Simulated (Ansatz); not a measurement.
# Ge6Cl: the cost of one run

Program: Ansatz 0.2.0. Level of theory: DFT PBE, scalar-relativistic, plane waves, PAW. These are calculated values, not measurements.

2 further runs of the same task are left out: 2 set aside as unsound or not needed.

## Step 1: The structure to begin with

It takes space group P1 (No. 1, triclinic). The conventional cell has a = 4.074 Å, b = 5.762 Å, c = 19.524 Å, α = 90.00°, β = 90.00°, γ = 90.00°. Ge (site symmetry 1) is surrounded by 3 Ge at 2.49 Å. Ge (site symmetry 1) has 4 Ge at 2.49 Å as nearest neighbours. Around Ge (site symmetry 1) lie 1 Cl at 2.27 Å and 3 Ge at 2.45 to 2.49 Å. Around Ge (site symmetry 1) lie 1 Cl at 2.37 Å and 3 Ge at 2.45 to 2.49 Å. Cl (site symmetry 1) is surrounded by 2 Ge at 2.27 to 2.37 Å.

As a file:

```cif
data_structure
_symmetry_space_group_name_H-M 'P1'
_symmetry_Int_Tables_number 1
_cell_length_a 4.0741
_cell_length_b 5.7616
_cell_length_c 19.5242
_cell_angle_alpha 90.000
_cell_angle_beta 90.000
_cell_angle_gamma 90.000
_cell_volume 458.29
loop_
_atom_site_label
_atom_site_type_symbol
_atom_site_symmetry_multiplicity
_atom_site_Wyckoff_symbol
_atom_site_fract_x
_atom_site_fract_y
_atom_site_fract_z
_atom_site_occupancy
Ge1 Ge 1 a 0.50000 0.00000 0.20487 1
Ge2 Ge 1 a 0.00000 0.25000 0.20487 1
Ge3 Ge 1 a 0.00000 0.50052 0.30874 1
Ge4 Ge 1 a 0.50000 0.74948 0.30874 1
Ge5 Ge 1 a 0.50000 0.00692 0.41099 1
Ge6 Ge 1 a 0.00000 0.24308 0.41099 1
Cl1 Cl 1 a 0.83333 0.00692 0.50388 1
```

This is the geometry of the first run shown, built on a cell relaxed beforehand with the same method.

## Step 2: The scan

Atoms count from 1 in the order of the input.

Cl is moved over the surface cell; relaxed at each place: the height of the adsorbate's atoms; substrate rigid; the origin of the map has the adsorbate above Ge5.

The axes are (1) position of Cl7 along the first surface vector, from above Ge5: 6 values from 0.000 to 0.833, periodic; (2) position of Cl7 along the second surface vector, from above Ge5: 6 values from 0.000 to 0.833, periodic.

Relaxed at each point: the height of the adsorbate's atoms; substrate rigid. Points are written as (first, second).

The two vectors of the plane (Å): (4.074, 0.000, 0.000); (0.000, 5.762, 0.000).

## Step 3: Grid point (2/6, 0/6) of the map's two axes

The input, input.yaml:

```yaml
crystal:
  lattice:
    - [4.0740542216, 0.0, 0.0]
    - [0.0, 5.761582734, 0.0]
    - [0.0, 0.0, 19.5242196567]
  atoms:
    - { symbol: Ge, position: [0.5, 0.0, 0.204873745] }
    - { symbol: Ge, position: [0.0, 0.25, 0.204873745] }
    - { symbol: Ge, position: [0.0, 0.500515658, 0.3087424243] }
    - { symbol: Ge, position: [0.5, 0.749484342, 0.3087424243] }
    - { symbol: Ge, position: [0.5, 0.0069199668, 0.410987983] }
    - { symbol: Ge, position: [0.0, 0.2430800332, 0.410987983] }
    - { symbol: Cl, position: [0.8333333333, 0.0069199668, 0.5038836926] }
basis:
  ecutwfc: 420
kpoints:
  mp_grid: { grid: [7, 5, 1] }
hamiltonian:
  xc: pbe
  pseudopotentials: { kind: paw, azcp: { folder: soft_1 } }
scf:
  occupations: { method: gaussian, width: 0.1 }
output:
  forces: true
  eigenvalues: true
  write_density: true
  write_potential: true
  elf: true
  volumetric_format: npy
relax:
  adjacent_minimum: "off"
  f_tol: 0.025
  max_steps: 16
  constraints: [{ sites: [0, 1, 2, 3, 4, 5] }, { sites: [6], fix: xy }]
efield:
  axis: 3
  dipole_correction: true
  ramp_width: 0.04
```

Run with:

```bash
ansatz run input.yaml --threads 4 --pin off --max-ram 12288MiB --backend cpu --events-out ev --progress --plain --runs-dir out
```

**Question.** How long does this run take on 4 threads of Arm Neoverse N1, shared host, and how much memory does it need?

About 1.8 min, with a peak of 1.1 GiB.
